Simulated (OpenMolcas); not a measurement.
**GaCl (SMILES [Cl][Ga]) at CCSD(T)/cc-pVDZ**

What is the vertical singlet–triplet gap of GaCl at CCSD(T)/cc-pVDZ? 

The calculation is run with OpenMolcas 26.06.

2 further runs of the same task are left out: 2 set aside as unsound or not needed.

**1. The molecule**

The species is GaCl (2 atoms), meant as a singlet with charge 0. SMILES: `[Cl][Ga]`. The shape is that of a PBE0-D4/def2-TZVP optimisation.

Bond lengths: Cl1–Ga2 2.216 Å.

**2. The energy at CCSD(T)/cc-pVDZ**

job.input reads:

```
&GATEWAY
 BasLib = $CurrDir
 Coord
 2
 bohr
 Cl     0.00000000     0.00000000    -0.04452195
 Ga     0.00000000     0.00000000     4.14258202
 Basis = cc-pVDZ
 Group = NoSym

&SEWARD

&SCF
 PrOrbitals = 0

&RASSCF
 FileOrb = $Project.ScfOrb
 Spin = 1
 Nactel = 0 0 0
 Inactive = 24
 Ras2 = 0
 OutOrbitals = Canonical
 OrbListing = Nothing

&MOTRA
 JobIph
 Frozen = 14

&CCSDT
 CCT
 Triples = 2
 Iterations = 50
 Extrapolation = 5 4
```

The basis set cc-pVDZ is read from a file made from the Basis Set Exchange's data (not shown).

The run is started by

```console
export MOLCAS_MEM=1860
pymolcas job.input > job.log
```

Log:

```text
--- Start Module: gateway ---
[...]
--- Stop Module: gateway /rc=_RC_ALL_IS_WELL_ ---
[...]
      Basis functions           45
[...]
       Convergence after   9 Iterations
[...]
::    Total SCF energy                              -2382.7931575842
[...]
      Total spin, S                                     0.0000000000
[...]
      Number of active orbitals                  0
[...]
      Spin quantum number                      0.0
[...]
      Active orbitals                            0
[...]
      Number of CSFs                             1
[...]
      Number of root(s) required                 1
[...]
      Convergence after  4 iterations
[...]
      Natural orbitals and occupation numbers for root  1
      ************************************************************************************************************************
      *                                                    Final results                                                     *
      ************************************************************************************************************************
[...]
::    RASSCF root number  1 Total energy:  -2382.79315758
[...]
      Total electronic charge=   48.000000
      Total            charge=   -0.000000
[...]
      Dipole Moment (debye):
      Origin of the operator (angstrom)=    0.0000    0.0000    1.4464
                   X=  1.7210E-16               Y=  6.6394E-15               Z=  2.5105E+00           Total=  2.5105E+00
      Quadrupole Moment (debye*angstrom):
[...]
--- Start Module: motra ---
[...]
      *** WARNING: Default frozen orbitals is overwritten by user input.
      *** Default values:  19
[...]
--- Stop Module: motra /rc=_RC_ALL_IS_WELL_ ---
--- Start Module: ccsdt ---
[...]
      Convergence after                    12  Iterations
      Total energy (diff) :   -2383.00907774      -0.00000008
[...]
 METHOD                       : CCSD+T(CCSD)+<T3(1)WT1> = CCSD(T)
[...]
       CCSD     =     -2383.0090777385467
[...]
--- Stop Module: ccsdt /rc=_RC_ALL_IS_WELL_ ---
[...]
```

Wall time 3.6 s (1 thread of Arm Neoverse V1, shared host); peak memory 0.38 GiB.

**3. The triplet at the same level**

Edit job.input of step 2 so:

```diff
@@ -13,2 +13,4 @@
 &SCF
+ UHF
+ Spin = 3
  PrOrbitals = 0
@@ -16,7 +18,7 @@
 &RASSCF
- FileOrb = $Project.ScfOrb
- Spin = 1
- Nactel = 0 0 0
- Inactive = 24
- Ras2 = 0
+ FileOrb = $Project.UnaOrb
+ Spin = 3
+ Nactel = 2 0 0
+ Inactive = 23
+ Ras2 = 2
  OutOrbitals = Canonical
@@ -30,3 +32,3 @@
  CCT
- Triples = 2
+ Triples = 3
  Iterations = 50
```

The basis set cc-pVDZ is read from a file made from the Basis Set Exchange's data (not shown).

The run is started by

```console
export MOLCAS_MEM=1860
pymolcas job.input > job.log
```

Log:

```text
--- Start Module: gateway ---
[...]
--- Stop Module: gateway /rc=_RC_ALL_IS_WELL_ ---
[...]
      Basis functions           45
[...]
       Convergence after  22 Iterations
[...]
::    Total SCF energy                              -2382.6937624327
[...]
      Total spin, S                                     1.0023389411
[...]
      Number of active orbitals                  2
[...]
      Spin quantum number                      1.0
[...]
      Active orbitals                            2
[...]
      Number of CSFs                             1
[...]
      Number of root(s) required                 1
[...]
      Convergence after 10 iterations
[...]
      printout of CI-coefficients larger than  0.05 for root  1
      energy=   -2382.691725
      conf/sym  11     Coeff  Weight
             1  uu   1.00000 1.00000
      Natural orbitals and occupation numbers for root  1
      sym 1:   1.000000   1.000000
      ************************************************************************************************************************
      *                                                    Final results                                                     *
[...]
::    RASSCF root number  1 Total energy:  -2382.69172471
[...]
      Total electronic charge=   48.000000
      Total            charge=   -0.000000
[...]
      Dipole Moment (debye):
      Origin of the operator (angstrom)=    0.0000    0.0000    1.4464
                   X=  8.7687E-12               Y= -4.9598E-12               Z=  2.8361E+00           Total=  2.8361E+00
      Quadrupole Moment (debye*angstrom):
[...]
--- Start Module: motra ---
[...]
      *** WARNING: Default frozen orbitals is overwritten by user input.
      *** Default values:  19
[...]
--- Stop Module: motra /rc=_RC_ALL_IS_WELL_ ---
--- Start Module: ccsdt ---
[...]
      Convergence after                    12  Iterations
      Total energy (diff) :   -2382.88460495      -0.00000009
[...]
 METHOD                       : CCSD+T(CCSD)+<T3(1)WT1>+<T3(1)UT2> = CCSD(T)
[...]
       CCSD     =     -2382.8846049498625
[...]
--- Stop Module: ccsdt /rc=_RC_ALL_IS_WELL_ ---
[...]
```

Run time: 4.5 s. Hardware: 1 thread of Arm Neoverse V1, shared host; peak memory 0.38 GiB.

**4. Results**

Level: CCSD(T)/cc-pVDZ, 14 core orbitals frozen.

| quantity | value |
| --- | --- |
| singlet: total energy | -2383.01495 Eh |
| singlet: dipole moment (mean-field density) | 2.51 D |
| singlet: HOMO energy (Hartree–Fock orbitals) | -9.56 eV |
| singlet: LUMO energy (Hartree–Fock orbitals) | 0.95 eV |
| singlet: HOMO–LUMO gap (Hartree–Fock orbitals) | 10.51 eV |
| singlet: correlation energy (14 core orbitals frozen) | -221.8 mEh |
| singlet: (T) correction | -5.87 mEh |
| triplet: total energy | -2382.89009 Eh |
| triplet: (T) correction | -5.49 mEh |
| vertical energy of the triplet above the singlet | 3.397 eV |

**Reading.** At this shape the triplet lies 3.40 eV (78 kcal/mol) above the singlet. The triples (singlet) make up 2.6 % of the correlation energy.
